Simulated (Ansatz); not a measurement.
# One shape, several levels: singlet GeH2ClO−

Wanted: a comparison of 6 runs (HF/def2-SVPD, B3LYP/6-31G*, BLYP/def2-SVPD, HSE06/def2-SVPD, PBE-QIDH/def2-SVPD, MP2/def2-SVPD) of singlet GeH2ClO−. 

The results are computed with Ansatz 0.2.0.

74 further runs of the same task are left out: 1 that didn't finish, 73 set aside as unsound or not needed.

## (1) The molecule

The species is GeH2ClO− (5 atoms), meant as a singlet with charge -1. As SMILES of the parent species, `[O][GeH2][Cl]`. Geometry: relaxed at PBE0-D4/def2-TZVP. That shape belongs to the parent species and isn't relaxed for this state.

Bond lengths: O1–Ge2 1.781 Å, Ge2–Cl3 2.144 Å, Ge2–H4 1.531 Å, Ge2–H5 1.531 Å. Angles: O1–Ge2–Cl3 110.8°, O1–Ge2–H4 106.5°, O1–Ge2–H5 106.5°, Cl3–Ge2–H4 108.2°, Cl3–Ge2–H5 108.2°, H4–Ge2–H5 116.7°.

## (2) The energy at HF/def2-SVPD (run 1)

The input, job.yaml:

```yaml
crystal:
  periodic: [false, false, false]
  atoms:
    - {symbol: O, position_ang: [-0.272400, -0.591800, 1.625500]}
    - {symbol: Ge, position_ang: [0.123700, -0.081200, -0.034500]}
    - {symbol: Cl, position_ang: [-1.347100, 1.290100, -0.778900]}
    - {symbol: H, position_ang: [0.081000, -1.343800, -0.899000]}
    - {symbol: H, position_ang: [1.464600, 0.653000, 0.045400]}
basis:
  gaussian: {orbitals: def2-SVPD}
total_charge: -1
hamiltonian: {xc: hf}
accuracy: high
output: {orbitals: {seedname: orbitals}}
```

On the command line:

```
ansatz run job.yaml --threads 1 --pin off --max-ram 3480MiB --events-out events.jsonl --progress --plain --runs-dir runs
```

The log of the run:

```text
Warning: RAYON_NUM_THREADS=1 ignored (pool sized by the plan → 1); use --threads N
Functional definition: HF
  name "HF"
  exchange = exact_x
  correlation = 0
1996 factors; integrals over basis functions are off by at most 4.1e-9 eV
mean field evaluation 1: about -71031.6784 eV, gradient 3.5e1 eV
mean field evaluation 2: about -71031.7183 eV, gradient 3.5e1 eV
mean field evaluation 4: about -71034.7624 eV, gradient 3.4e0 eV
mean field evaluation 8: about -71034.8028 eV, gradient 1.2e-1 eV
mean field evaluation 16: about -71034.8029 eV, gradient 1.3e-8 eV
mean field -71034.80287829 eV, -2610.4808566584 hartree, gradient 1.3e-8 eV, S^2 0.000000; 0 other end points of the search recorded, 0 dependent functions left out
reference -71034.80287829 eV, -2610.4808566584 hartree; 30, 30 occupied and 74, 74 virtual orbitals, 1996 factors
Total energy: -71034.80287829 eV, -2610.4808566584 hartree
```

Wall time 8.4 s (1 thread of Intel Xeon Platinum 8259CL at 2.50GHz (Skylake/Cascade Lake), shared host); peak memory 0.34 GiB.

## (3) The energy at B3LYP/6-31G(d) (spherical functions) (run 2)

The input, in.yaml:

```yaml
basis:
  gaussian:
    orbitals: 6-31G_st_-spherical.json
crystal:
  periodic: [false, false, false]
  atoms:
    - {symbol: O, position_ang: [-0.272400, -0.591800, 1.625500]}
    - {symbol: Ge, position_ang: [0.123700, -0.081200, -0.034500]}
    - {symbol: Cl, position_ang: [-1.347100, 1.290100, -0.778900]}
    - {symbol: H, position_ang: [0.081000, -1.343800, -0.899000]}
    - {symbol: H, position_ang: [1.464600, 0.653000, 0.045400]}
output:
  orbitals: {seedname: orbitals}
total_charge: -1
accuracy: high
hamiltonian:
  xc: {name: B3LYP}
```

The basis set 6-31G* is read from a file made from the Basis Set Exchange's data (not shown).

On the command line:

```
ansatz run in.yaml --threads 1 --pin off --max-ram 3480MiB --events-out events.jsonl --progress --plain --runs-dir runs
```

The log of the run:

```text
Warning: RAYON_NUM_THREADS=1 ignored (pool sized by the plan → 1); use --threads N
Functional definition: B3LYP
  name "B3LYP"
  parameter a0 = 0.2
  parameter ax = 0.72
  parameter ac = 0.81
  exchange = (1 - a0 - ax)*slater_x + ax*b88_x + a0*exact_x
  correlation = (1 - ac)*vwn_rpa_c + ac*lyp_c
1380 factors; integrals over basis functions are off by at most 4.6e-9 eV
mean field evaluation 1: about -71111.5793 eV, gradient 4.1e1 eV
mean field evaluation 2: about -71053.8242 eV, gradient 1.6e2 eV
mean field evaluation 4: about -71114.9619 eV, gradient 8.2e0 eV
mean field evaluation 8: about -71115.1394 eV, gradient 2.1e-1 eV
mean field evaluation 16: about -71115.1395 eV, gradient 1.3e-5 eV
mean field -71115.13950653 eV, -2613.4331732922 hartree, gradient 5.5e-9 eV, S^2 0.000000; 0 other end points of the search recorded, 0 dependent functions left out
reference -71115.13954317 eV, -2613.4331746387 hartree; 30, 30 occupied and 38, 38 virtual orbitals, 1380 factors
Total energy: -71115.13954317 eV, -2613.4331746387 hartree
```

It took 11 s on 1 thread of Intel Xeon Platinum 8259CL at 2.50GHz (Skylake/Cascade Lake), shared host; peak memory 0.23 GiB.

Runs 3 to 5 aren't shown in full; the table further down has their settings and results.

## (4) A single-point energy at MP2/def2-SVPD (run 6)

The input, run.yaml:

```yaml
basis:
  gaussian: {orbitals: def2-SVPD}
crystal:
  periodic: [false, false, false]
  atoms:
    - {symbol: O, position_ang: [-0.272400, -0.591800, 1.625500]}
    - {symbol: Ge, position_ang: [0.123700, -0.081200, -0.034500]}
    - {symbol: Cl, position_ang: [-1.347100, 1.290100, -0.778900]}
    - {symbol: H, position_ang: [0.081000, -1.343800, -0.899000]}
    - {symbol: H, position_ang: [1.464600, 0.653000, 0.045400]}
total_charge: -1
correlation: {method: mp2, frozen_orbitals: {Cl: 5, Ge: 9, H: 0, O: 1}}
accuracy: high
```

On the command line:

```
ansatz run run.yaml --threads 1 --pin off --max-ram 3480MiB --events-out events.jsonl --progress --plain --runs-dir runs
```

The log of the run:

```text
Warning: RAYON_NUM_THREADS=1 ignored (pool sized by the plan → 1); use --threads N
[... 4 set-up lines as earlier in the session ...]
1996 factors; integrals over basis functions are off by at most 4.1e-9 eV
mean field evaluation 1: about -71031.6784 eV, gradient 3.5e1 eV
mean field evaluation 2: about -71031.7183 eV, gradient 3.5e1 eV
mean field evaluation 4: about -71034.7624 eV, gradient 3.4e0 eV
mean field evaluation 8: about -71034.8028 eV, gradient 1.2e-1 eV
mean field evaluation 16: about -71034.8029 eV, gradient 1.3e-8 eV
mean field -71034.80287829 eV, -2610.4808566584 hartree, gradient 1.3e-8 eV, S^2 0.000000; 0 other end points of the search recorded, 0 dependent functions left out
15 core orbitals not correlated: weight in the atoms' cores, before any rotation towards them, 1.000 or more for the frozen orbitals, at most 0.000 for the correlated occupied ones
reference -71034.80287829 eV, -2610.4808566584 hartree; 15, 15 occupied and 74, 74 virtual orbitals, 1996 factors
second order -16.56094555 eV of doubles, -0.00000000 eV of singles
Total energy: -71051.36382384 eV, -2611.0894601819 hartree
```

Run time: 11 s. Hardware: 1 thread of Intel Xeon Platinum 8259CL at 2.50GHz (Skylake/Cascade Lake), shared host; peak memory 0.33 GiB.

## (5) All runs side by side

| run | level | frozen core orbitals | energy (Eh) | HOMO energy (eV) | LUMO energy (eV) | HOMO–LUMO gap (eV) | wall time |
| --- | --- | --- | --- | --- | --- | --- | --- |
| 1 | HF/def2-SVPD | – | -2610.480857 | -4.61 | 5.86 | 10.47 | 8.4 s |
| 2 | B3LYP/6-31G* (spherical functions) | – | -2613.433175 | 0.17 | 5.43 | 5.26 | 11 s |
| 3 | BLYP/def2-SVPD | – | -2613.296489 | 0.49 | 3.62 | 3.13 | 11 s |
| 4 | HSE06/def2-SVPD | – | -2612.748666 | -0.57 | 4.00 | 4.57 | 13 s |
| 5 | PBE-QIDH/def2-SVPD | 15 | -2612.300036 | -3.30 | 5.28 | 8.58 | 14 s |
| 6 | MP2/def2-SVPD | 15 | -2611.089460 | – | – | – | 11 s |

## (6) Results

| quantity | value |
| --- | --- |
| run 6: total energy | -2611.08946 Eh |
| run 6: correlation energy (15 core orbitals frozen) | -608.6 mEh |

What this shows: Over runs 1, 2, 3, 4, 5 the HOMO–LUMO gap runs from 3.13 eV (BLYP/def2-SVPD) to 10.47 eV (HF/def2-SVPD). Exact exchange widens orbital gaps. The empty levels of an anion lie above zero and hang on the basis. Totals of different functionals can't be ranked against each other. In runs 2, 3 the HOMO lies above zero, so the outermost electron may be held by the basis alone. All runs together took 68 s, the longest 14 s.
